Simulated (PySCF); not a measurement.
**How the numerical set-up moves the result for Xe**

The method stays; parts of the set-up, such as the basis or the Hamiltonian, are changed.

The runs use PySCF 2.14.0; each script names its method and basis.

5 further runs of the same task are left out: 4 for a known fault of the program, 1 that didn't finish.

**1. The atom**

Xe: 1 atom, charge 0, spin multiplicity 1.

**2. Base script**

Contents of input.py:

```python
from pyscf import gto, scf, mp

mol = gto.M(
    atom='Xe 0 0 0',
    basis='jorge-dzp',
    charge=0,
    spin=0,
    verbose=4,
)
mf = scf.UHF(mol)
mf.kernel()
mp.MP2(mf, frozen=18).kernel()
mf.dip_moment()
print('orbital energies (hartree):', [e[max(0, n-3):n+3].round(4) for e, n in zip(mf.mo_energy, mol.nelec)])
```

The run is started by

```
$ OMP_NUM_THREADS=1 python input.py
```

The log of this run is left out.

It gives: E(SCF) = -7225.180380 Eh, 6 cycles, E(MP2) − E(SCF) = -0.39805 Eh.

No relativity is included for the heavy element.

**3. Def2-tzvpp (core potential on)**

Run 1 changes basis set: jorge-dzp → def2-tzvpp; core potential: off → on; frozen orbitals: 18 → 4. The core potential changes with it: totals don't compare.

Contents of input.py:

```python
from pyscf import gto, scf, mp

mol = gto.M(
    atom='Xe 0 0 0',
    basis='def2-tzvpp',
    ecp={'Xe': 'def2-tzvpp'},
    charge=0,
    spin=0,
    verbose=4,
)
mf = scf.UHF(mol)
mf.kernel()
mp.MP2(mf, frozen=4).kernel()
mf.dip_moment()
print('orbital energies (hartree):', [e[max(0, n-3):n+3].round(4) for e, n in zip(mf.mo_energy, mol.nelec)])
```

The run is started by

```
$ OMP_NUM_THREADS=1 python input.py
```

**4. X2c-tzvpall (X2C on)**

Run 2 changes basis set: jorge-dzp → x2c-tzvpall; spin-free X2C: off → on.

input.py, as its differences from that of step 2:

```diff
@@ -4,3 +4,3 @@
     atom='Xe 0 0 0',
-    basis='jorge-dzp',
+    basis='x2c-tzvpall',
     charge=0,
@@ -10,2 +10,3 @@
 mf = scf.UHF(mol)
+mf = mf.sfx2c1e()
 mf.kernel()
```

**5. Spin-free X2C on**

Run 3 changes spin-free X2C: off → on.

input.py, as its differences from that of step 2:

```diff
@@ -10,2 +10,3 @@
 mf = scf.UHF(mol)
+mf = mf.sfx2c1e()
 mf.kernel()
```

**6. Def2-svpd (core potential on)**

Run 4 changes basis set: jorge-dzp → def2-svpd; core potential: off → on; frozen orbitals: 18 → 4. The core potential changes with it: totals don't compare.

input.py, as its differences from that of step 2:

```diff
@@ -4,3 +4,4 @@
     atom='Xe 0 0 0',
-    basis='jorge-dzp',
+    basis='def2-svpd',
+    ecp={'Xe': 'def2-svpd'},
     charge=0,
@@ -11,3 +12,3 @@
 mf.kernel()
-mp.MP2(mf, frozen=18).kernel()
+mp.MP2(mf, frozen=4).kernel()
 mf.dip_moment()
```

Before running it: what results should come out? Wanted: for each run, E(SCF); from base; gap; after the SCF.

**Answer**, as computed:

```
                           run  E(SCF) (hartree)  from base (eV)  cycles  gap (eV)  functions                            after the SCF
                          base      -7225.180380               0       6     21.51         48  MP2 correlation -10.831 eV, core frozen
def2-tzvpp (core potential on)       -328.298394  not comparable       7     20.54         50  MP2 correlation -14.293 eV, core frozen
          x2c-tzvpall (X2C on)      -7443.694597  not comparable       6     21.96         60  MP2 correlation -14.462 eV, core frozen
              spin-free X2C on      -7402.840595      -4834.3807       7     21.37         48  MP2 correlation -10.846 eV, core frozen
 def2-svpd (core potential on)       -328.298441  not comparable       7     14.15         59  MP2 correlation -14.334 eV, core frozen
```

**Reading.** Scalar relativity lowers the total energy by 4834.38 eV, nearly all of it in the inner shells; a basis contracted without relativity catches only part of it.
